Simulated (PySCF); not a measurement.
# AsF₄⁺: structure of the singlet

Aim: relax AsF₄⁺ as a singlet from a PBE0 minimum start, check by its vibrations whether the end is a minimum, and collect its spectrum and constants.

The runs use PySCF 2.14.0; PBE0, basis As def2-TZVP, F def2-TZVP, no relativity, density fitting.

## (1) Starting geometry

5 atoms, charge 1, spin multiplicity 1.

Bond lengths: As1–F2 1.631 Å, As1–F3 1.631 Å, As1–F4 1.631 Å, As1–F5 1.631 Å. Angles: F2–As1–F3 109.5°, F2–As1–F4 109.5°, F2–As1–F5 109.5°, F3–As1–F4 109.5°, F3–As1–F5 109.5°, F4–As1–F5 109.5°.

```xyz
5
charge 1 multiplicity 1
As    0.0000    0.0000    0.0000
F    -0.9414    0.9414    0.9414
F    -0.9414   -0.9414   -0.9414
F     0.9414    0.9414   -0.9414
F     0.9414   -0.9414    0.9414
```

## (2) First SCF at the start

One driver script runs all steps and calls PySCF; scf.py shows how it sets up the SCF of each step. The optimiser is the driver's own. After this first run the driver tries any further starts and a stability analysis.

Contents of scf.py:

```python
from pyscf import gto, scf, dft
mol = gto.M(atom='''
As    -0.000000     0.000000    -0.000000
F     -0.941390     0.941390     0.941390
F     -0.941390    -0.941390    -0.941390
F      0.941390     0.941390    -0.941390
F      0.941390    -0.941390     0.941390''',
    basis={'As': 'def2-TZVP', 'F': 'def2-TZVP'},
    charge=1, spin=0)
mf = dft.RKS(mol, xc='PBE0')
mf.grids.atom_grid = (50, 194)
aux = {'As': 'def2-universal-JKFIT', 'F': 'def2-universal-JKFIT'}
mf = mf.density_fit(auxbasis=aux)
mf.conv_tol = 1e-08
mf.diis_space = 10
mf.max_cycle = 60
mf.init_guess = 'minao'
mf.verbose = 4
mf.kernel()
```

On the command line:

```console
$ OMP_NUM_THREADS=4 python axn.py task.json out
```

Further steps of the session: Relaxation: PBE0 minimum start, singlet; Is it a minimum? Harmonic modes.

Q: Predict the outcome of this session. Wanted: minimum; geometry; wavenumbers; dipole moment; highest occupied, lowest empty level; polar-tensor charge of As1; zero-point energy.

As calculated:

| quantity | value |
| --- | --- |
| minimum | singlet, Td |
| geometry | As–F 1.631 Å (×4); F–As–F 109.5° (×6) |
| wavenumbers (cm⁻¹) | 230 (e), 301 (t2), 805 (a1), 910 (t2) |
| dipole moment (centre of mass) | 0.00 D |
| highest occupied, lowest empty level | -20.59, -10.01 eV |
| polar-tensor charge of As1 | +2.64 e |
| zero-point energy | 29.3 kJ/mol |
| entropy at 298.15 K | 296.4 J/(mol K) |

What this shows: The PBE0 minimum start keeps its Td symmetry and ends in a minimum. In the infrared the band at 910 cm⁻¹ (t2, stretch) leads. Only this shape and spin were tried, so other structures or states may lie lower.
